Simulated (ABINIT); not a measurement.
The system is Zr2C.

```
CELL_PARAMETERS angstrom
4.54136 0.00000 0.00000
-2.27068 3.93293 0.00000
0.00000 0.00000 2.75646
ATOMIC_POSITIONS crystal
Zr 0.33333 0.66667 0.00000
Zr 0.66667 0.33333 0.00000
C 0.00000 0.00000 0.50000
```

The cell was built by a generator and needn't be a form met in nature.

```yaml
Program: ABINIT 10.8.3 (patched build)
Task: single point
Functional: PBE
Potentials_or_basis: JTH PAW PBE v2.0
Cutoff: 517 eV
k_mesh: 7 × 7 × 10
Occupations: fermi-dirac, width 0.05 eV
Spin: no spin polarisation
```

On this cell: pressure 0.1 GPa; largest force under 0.003 eV/Å; band gap on the k mesh none (metal or under the smearing width).

The same run follows on a disturbed copy (atoms moved at random, drawn with an rms of 0.05 Å):

```xyz
3
Lattice="4.5414 0.0000 0.0000 -2.2707 3.9329 0.0000 0.0000 0.0000 2.7565" Properties=species:S:1:pos:R:3 pbc="T T T"
Zr    0.0105    2.6367    0.0308
Zr    2.2481    1.3452    0.0659
C     0.0157    0.0227    1.3392
```

Task: What changes?

Result: The energy (extrapolated to zero smearing) moves by -6.8 meV/atom; pressure 0.1 GPa; largest force 0.352 eV/Å; band gap on the k mesh none (metal or under the smearing width).

Forces on the atoms (eV/Å):
```
Zr  -0.014 -0.012  0.057
Zr  -0.056  0.017  0.287
C    0.070 -0.005 -0.345
```

Stress tensor (GPa, compression positive):
```
 0.95 -1.52  0.02
-1.52 -0.86 -0.02
 0.02 -0.02  0.16
```

The energy falls, though the first cell shows no forces: that form is unstable against this distortion, unless noise or another electronic state is at work.
